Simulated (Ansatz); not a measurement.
# MoN2 (P4/mbm) in Ansatz: reference runs

Aim: a first look at MoN2 with PBEsol, on the cell as given and on a disturbed one.

Everything below comes from runs of Ansatz 0.2.0. Logs are shortened: lines on timing, memory, paths and dates and some standing lists are left out, and cuts for length are marked.

## (1) The crystal as given

The structure is tetragonal, space group P4/mbm (No. 127). Conventional cell: a = 4.348 Å, b = 4.348 Å, c = 2.767 Å, α = 90.00°, β = 90.00°, γ = 90.00°. Mo (site symmetry 4/m) is surrounded by 8 N at 2.24 Å. Around N (site symmetry m2m) lie 1 N at 1.37 Å.

Measurements of this composition are mostly on another form, of space group No. 160.

## (2) Single point, PBEsol

File input.yaml:

```yaml
crystal:
  lattice:
    - [4.348053, 0.0, 0.0]
    - [0.0, 4.348053, 0.0]
    - [0.0, 0.0, 2.76746]
  atoms:
    - { symbol: Mo, position: [0.0, 0.0, 0.0] }
    - { symbol: Mo, position: [0.5, 0.5, 0.0] }
    - { symbol: "N", position: [0.611647, 0.888353, 0.5] }
    - { symbol: "N", position: [0.388353, 0.111647, 0.5] }
    - { symbol: "N", position: [0.111647, 0.611647, 0.5] }
    - { symbol: "N", position: [0.888353, 0.388353, 0.5] }
hamiltonian:
  xc: pbesol
  pseudopotentials: { kind: paw }
kpoints:
  mp_grid: { grid: [6, 6, 10] }
scf:
  occupations: { method: fermi_dirac, width: 0.05 }
output:
  forces: true
  stress: true
  eigenvalues: true
```

Potentials or basis: Ansatz PAW.

On the command line:

```sh
$ ansatz run input.yaml --threads 2 --pin off --max-ram 5632MiB --backend cpu --events-out ev --progress --plain --runs-dir out
```

Standard output:

```text
Warning: RAYON_NUM_THREADS=2 ignored (pool sized by the plan → 2); use --threads N
Engine: ansatz 0.2.0, aarch64-unknown-linux-gnu
Pseudopotentials: kind: paw
Pseudopotential: Mo, paw, valence charge 14, recommended cutoff 420 eV (normal), Mo.paw.azcp
Pseudopotential: N, paw, valence charge 5, recommended cutoff 420 eV (normal), N.paw.azcp
Functional definition: PBEsol
  exchange = pbesol_x
  correlation = pbesol_c
Crystal: 6 atoms, lattice volume = 52.320 Å³
Basis set: ecut = 420 eV, 1049 PW (Γ), exchange–correlation on 60×60×40 points (8 copies of the dense FFT grid, shifted against one another)
Bands: 30, of which v1, the nominal top of the filled ones, is band 24 counted from 1 (23 counted from 0)
Symmetry: 16 space group operations
Space group: P4/mbm (ITA 127), of the structure as read, at distance tolerance 3.7e-5 Å
k-points: 60 of 360
Non-local potential: Mo, projectors of the file, l = 0: 3, l = 1: 2, l = 2: 2, l = 3: 1
Non-local potential: N, projectors of the file, l = 0: 2, l = 1: 2, l = 2: 1
PAW form: soft (Blöchl's): semilocal exchange-correlation on the pseudo side does not see the compensation charge
PAW frozen core: Mo, regenerated for the run's functional, and the local potential with it (the file was generated under x = pbe(κ = 0.804, μ = 0.2195149727645171), c = pbe(β = 0.06672455060314922))
PAW frozen core: N, regenerated for the run's functional, and the local potential with it (the file was generated under x = pbe(κ = 0.804, μ = 0.2195149727645171), c = pbe(β = 0.06672455060314922))
PAW one-centre angular grid: Mo, 590 points (default); XC on 64 Gauss nodes
PAW one-centre angular grid: N, 110 points (default); XC on 64 Gauss nodes
Initial density: superposition of atomic densities (neutral atoms: chi_scale 0, normalization atom), corrected by the library's trained network
Initial wavefunctions: pseudopotential atomic-orbital guess
Functional: x = pbesol(κ = 0.804, μ = 0.12345679012345678), c = pbesol(β = 0.046)
SCF iter   1: F=—  HF=-11309.559886 eV  |F-HF|=—  |Δ(HF+E_count)|=         —  Δρ=1.34e-2  dr2=5.49e-2  ethr=1.77e-3  ⟨swp⟩=5.8  Hψ=7650  notcnv=0
preconditioner: auto → Kerker (q_TF=auto, 2.689 Å⁻¹)  [metal: Δε(μ)=0.018 eV  Ē_g=9.998 eV  σ=0.050 eV  W_gap=0.09  n_scr=10 (ndim 8)  ℏωp=29.0 eV  f_vac=0.000  D(μ)=2.40/eV (n_scr^D=18)]
SCF iter   2: F=—  HF=-11309.550315 eV  |F-HF|=—  |Δ(HF+E_count)|=   9.57e-3  Δρ=7.32e-3  dr2=1.47e-2  ethr=1.14e-4  ⟨swp⟩=2.1  Hψ=2682  notcnv=0  defer=19
SCF iter   3: F=—  HF=-11309.546784 eV  |F-HF|=—  |Δ(HF+E_count)|=   3.53e-3  Δρ=7.92e-4  dr2=1.51e-4  ethr=3.07e-5  ⟨swp⟩=3.0  Hψ=3419  notcnv=0  defer=19
SCF iter   4: F=—  HF=-11309.546783 eV  |F-HF|=—  |Δ(HF+E_count)|=   1.56e-6  Δρ=1.30e-4  dr2=6.79e-6  ethr=3.15e-7  ⟨swp⟩=1.0  Hψ=1784  notcnv=0  defer=19
SCF iter   5: F=—  HF=-11309.546838 eV  |F-HF|=—  |Δ(HF+E_count)|=   5.53e-5  Δρ=2.78e-5  dr2=2.28e-7  ethr=1.41e-8  ⟨swp⟩=2.6  Hψ=2974  notcnv=0  defer=19
SCF iter   6: F=-11309.546838 eV  HF=-11309.546838 eV  |F-HF|=3.96e-9  |Δ(HF+E_count)|=   9.72e-9  Δρ=6.18e-6  dr2=1.77e-8  ethr=2.08e-10  ⟨swp⟩=5.9  Hψ=6359  notcnv=0
SCF 1 converged in 6 iterations: F = -11309.546838 eV  dr2 = 1.77e-8
SCF converged after 6 iterations
Free energy (F): -11309.546838 eV
Harris-Foulkes:  -11309.546838 eV  (|F-HF|=3.96e-9)
Internal energy: -11309.527051 eV  (E = F + TS)
E sigma→0 (E₀):  -11309.536945 eV
Entropy (-TS):   -0.019787 eV (-3.298 meV/atom)
Fermi energy:    18.714012 eV
--- Per-component energies (eV) ---
  E_band       = -28.998840
  E_kinetic    = 1403.042178
  E_local      = -2032.298327  (includes V_loc(G=0)·N_el)
  E_nonlocal   = 470.022990
  E_hartree    = 627.207887
  E_xc         = -602.332714
  E_vxc        = -760.411762  (∫ρ·V_xc dr)
  E_paw        = -6775.179882  (= ΣΔE_a)
  E_vpaw       = -363.767861  (= ΣTr[D̂ρ^β])
  E_aug_tail   = 0.000367  (compensation charges beyond the density's cutoff)
  E_ewald      = -4400.520544
  E_core_change = 0.530994  (= ΣΔE_core)
  E_smearing   = -0.019787  (= −TS)
  E_closure    = 0.000000  (closes the sum)
  Σ components = -11309.546838   (vs F -11309.546838, Δ=0.00e0)
--- Forces (eV/Å), atoms counted from 1 ---
  atom   1  Mo     0.00000000     0.00000000     0.00000000
  atom   2  Mo     0.00000000    -0.00000000     0.00000000
  atom   3  N      0.02428724    -0.02428724     0.00000000
  atom   4  N     -0.02428724     0.02428724     0.00000000
  atom   5  N      0.02428724     0.02428724     0.00000000
  atom   6  N     -0.02428724    -0.02428724     0.00000000
  max |Σ_I F_I| component: 6.94e-18 eV/Å
--- Stress (GPa, compression-positive) ---
      -13.716907       0.000000       0.000000
        0.000000     -13.716907       0.000000
        0.000000       0.000000     -14.990446
  P = ⅓ Tr σ = -14.1414 GPa (-141.414 kbar)
--- Band table (eV; the first three rows and the last of 60) ---
  k-point 0: bands = ["-43.2484", "-43.1889", "-17.4536", "-17.4536", "-17.1180", "-17.1180", "-17.0871", "-17.0200", "-2.6451", "-1.3124", "6.5829", "6.5829", "10.2185", "10.4333", "11.8308", "12.6464", "12.6464", "13.9093", "14.7603", "14.7974", "15.6999", "15.6999", "16.4426", "16.8922", "19.2714", "19.2714", "19.7191", "20.4283", "20.8117", "24.2634"]
  k-point 1: bands = ["-43.2384", "-43.1793", "-17.4388", "-17.4388", "-17.1856", "-17.1084", "-17.1072", "-17.1072", "-2.5334", "-1.2396", "6.4692", "6.4692", "10.3160", "10.5811", "12.1859", "12.4256", "12.4256", "12.8855", "14.0145", "15.7317", "15.7684", "15.7684", "16.5795", "17.2697", "19.5067", "19.5067", "19.8351", "20.4579", "20.9182", "23.9736"]
  k-point 2: bands = ["-43.2122", "-43.1541", "-17.4373", "-17.3995", "-17.3995", "-17.3354", "-17.0786", "-17.0786", "-2.2337", "-1.0400", "6.1762", "6.1762", "10.5337", "10.7389", "11.7447", "11.9070", "11.9070", "12.7621", "13.1517", "15.9592", "15.9592", "16.9851", "17.0955", "17.3574", "20.1090", "20.1090", "20.1747", "20.5360", "21.3120", "23.1856"]
  k-point 59: bands = ["-43.1149", "-43.1149", "-17.9720", "-17.9720", "-17.3434", "-17.3434", "-16.9714", "-16.9714", "-1.3555", "-1.3555", "6.8757", "6.8757", "10.7705", "10.7705", "11.0914", "11.0914", "13.0450", "13.0450", "13.3769", "13.3769", "13.5799", "13.5799", "17.3615", "17.3615", "21.1036", "21.1036", "21.9955", "21.9955", "22.7788", "22.7788"]
```

Run time: 2.5 s. Hardware: 2 threads of Arm Neoverse V1, shared host; peak memory 0.35 GiB.

What came out:

```yaml
Free_energy: -11309.5468 eV
Pressure: -14.1 GPa
Largest_force: 0.034 eV/Å
Band_gap_on_the_k_mesh: none (metal or under the smearing width)
```

Forces in eV/Å, atoms in the order of the input:
```
Mo   0.000  0.000  0.000
Mo   0.000  0.000  0.000
N    0.024 -0.024  0.000
N   -0.024  0.024  0.000
N    0.024  0.024  0.000
N   -0.024 -0.024  0.000
```

Stress tensor (GPa, compression positive):
```
-13.72   0.00   0.00
  0.00 -13.72   0.00
  0.00   0.00 -14.99
```

Levels at points of the mesh, in eV from the Fermi level:
```csv
k point,band 20,band 21,band 22,band 23,band 24,band 25,band 26,band 27,band 28,band 29
"(0.00, 0.00, 0.00)",-3.92,-3.01,-3.01,-2.27,-1.82,0.56,0.56,1.01,1.71,2.10
"(0.00, 0.00, -0.50)",-2.74,-2.03,-2.03,0.71,1.09,2.08,2.15,2.31,2.31,2.85
"(0.00, -0.50, 0.00)",-4.26,-2.01,-2.01,-1.18,-1.18,-0.42,-0.42,2.12,2.12,3.21
"(0.00, -0.50, -0.50)",-4.25,-2.51,-2.51,-1.06,-1.06,2.44,2.44,2.95,2.95,3.41
"(-0.50, -0.50, 0.00)",-3.77,-0.83,-0.83,0.51,0.51,0.53,0.53,0.96,0.96,2.72
"(-0.50, -0.50, -0.50)",-5.34,-5.13,-5.13,-1.35,-1.35,2.39,2.39,3.28,3.28,4.06
```

Caveat: the pressure holds a Pulay correction of +0.7 GPa for the finite cutoff; the PAW data sets come from PBE, with cores solved anew for the run's functional, which leaves a small shift of forces and pressure.

## (3) Single point, PBEsol (atoms moved at random, drawn with an rms of 0.05 Å)

File input.yaml:

```yaml
crystal:
  lattice:
    - [4.348053, 0.0, 0.0]
    - [0.0, 4.348053, 0.0]
    - [0.0, 0.0, 2.76746]
  atoms:
    - { symbol: Mo, position: [0.005457, 0.014411, -0.010548] }
    - { symbol: Mo, position: [0.503817, 0.503259, -0.001991] }
    - { symbol: "N", position: [0.615779, 0.885711, 0.495283] }
    - { symbol: "N", position: [0.383486, 0.115904, 0.497628] }
    - { symbol: "N", position: [0.106955, 0.613024, 0.508594] }
    - { symbol: "N", position: [0.877868, 0.3894, 0.487929] }
hamiltonian:
  xc: pbesol
  pseudopotentials: { kind: paw }
kpoints:
  mp_grid: { grid: [6, 6, 10] }
scf:
  occupations: { method: fermi_dirac, width: 0.05 }
output:
  forces: true
  stress: true
  eigenvalues: true
```

Potentials or basis: Ansatz PAW.

On the command line:

```sh
$ ansatz run input.yaml --threads 2 --pin off --max-ram 5632MiB --backend cpu --events-out ev --progress --plain --runs-dir out
```

It took 15 s on 2 threads of Arm Neoverse V1, shared host; peak memory 0.52 GiB.

The run converged. Its results:

| Item | Value |
| --- | --- |
| Free energy | -11309.4269 eV |
| Pressure | -14.9 GPa |
| Largest force | 1.456 eV/Å |
| Band gap on the k mesh | none (metal or under the smearing width) |

Forces on the atoms (eV/Å):
```
Mo  -0.456 -1.136  0.064
Mo  -0.979 -0.063 -0.046
N   -0.868  0.843  0.062
N    0.829 -0.663 -0.092
N    0.291  0.331 -0.485
N    1.183  0.688  0.497
```

Stress tensor (GPa, compression positive):
```
-15.35   0.25  -0.22
  0.25 -14.84  -0.37
 -0.22  -0.37 -14.59
```

Levels at points of the mesh, in eV from the Fermi level:
```
              k point  band 21  band 22  band 23  band 24  band 25  band 26  band 27  band 28
   (0.00, 0.00, 0.00)    -3.15    -2.90    -2.32    -1.64     0.51     0.55     1.01     1.69
  (0.00, 0.00, -0.50)    -2.20    -2.01     0.70     0.97     2.06     2.19     2.34     2.40
  (0.00, -0.50, 0.00)    -2.28    -1.99    -1.23    -1.19    -0.41    -0.29     2.06     2.28
 (0.00, -0.50, -0.50)    -2.68    -2.38    -1.17    -0.94     2.42     2.54     3.03     3.09
  (-0.50, 0.00, 0.00)    -2.19    -1.95    -1.26    -1.10    -0.61    -0.28     2.14     2.26
 (-0.50, 0.00, -0.50)    -2.48    -2.38    -1.08    -1.02     2.42     2.49     2.93     3.10
 (-0.50, -0.50, 0.00)    -1.01    -0.89     0.22     0.38     0.52     0.56     0.94     1.03
(-0.50, -0.50, -0.50)    -5.05    -4.84    -1.35    -1.32     2.37     2.38     3.32     3.35
```

Caveat: the pressure holds a Pulay correction of +0.7 GPa for the finite cutoff; the PAW data sets come from PBE, with cores solved anew for the run's functional, which leaves a small shift of forces and pressure.
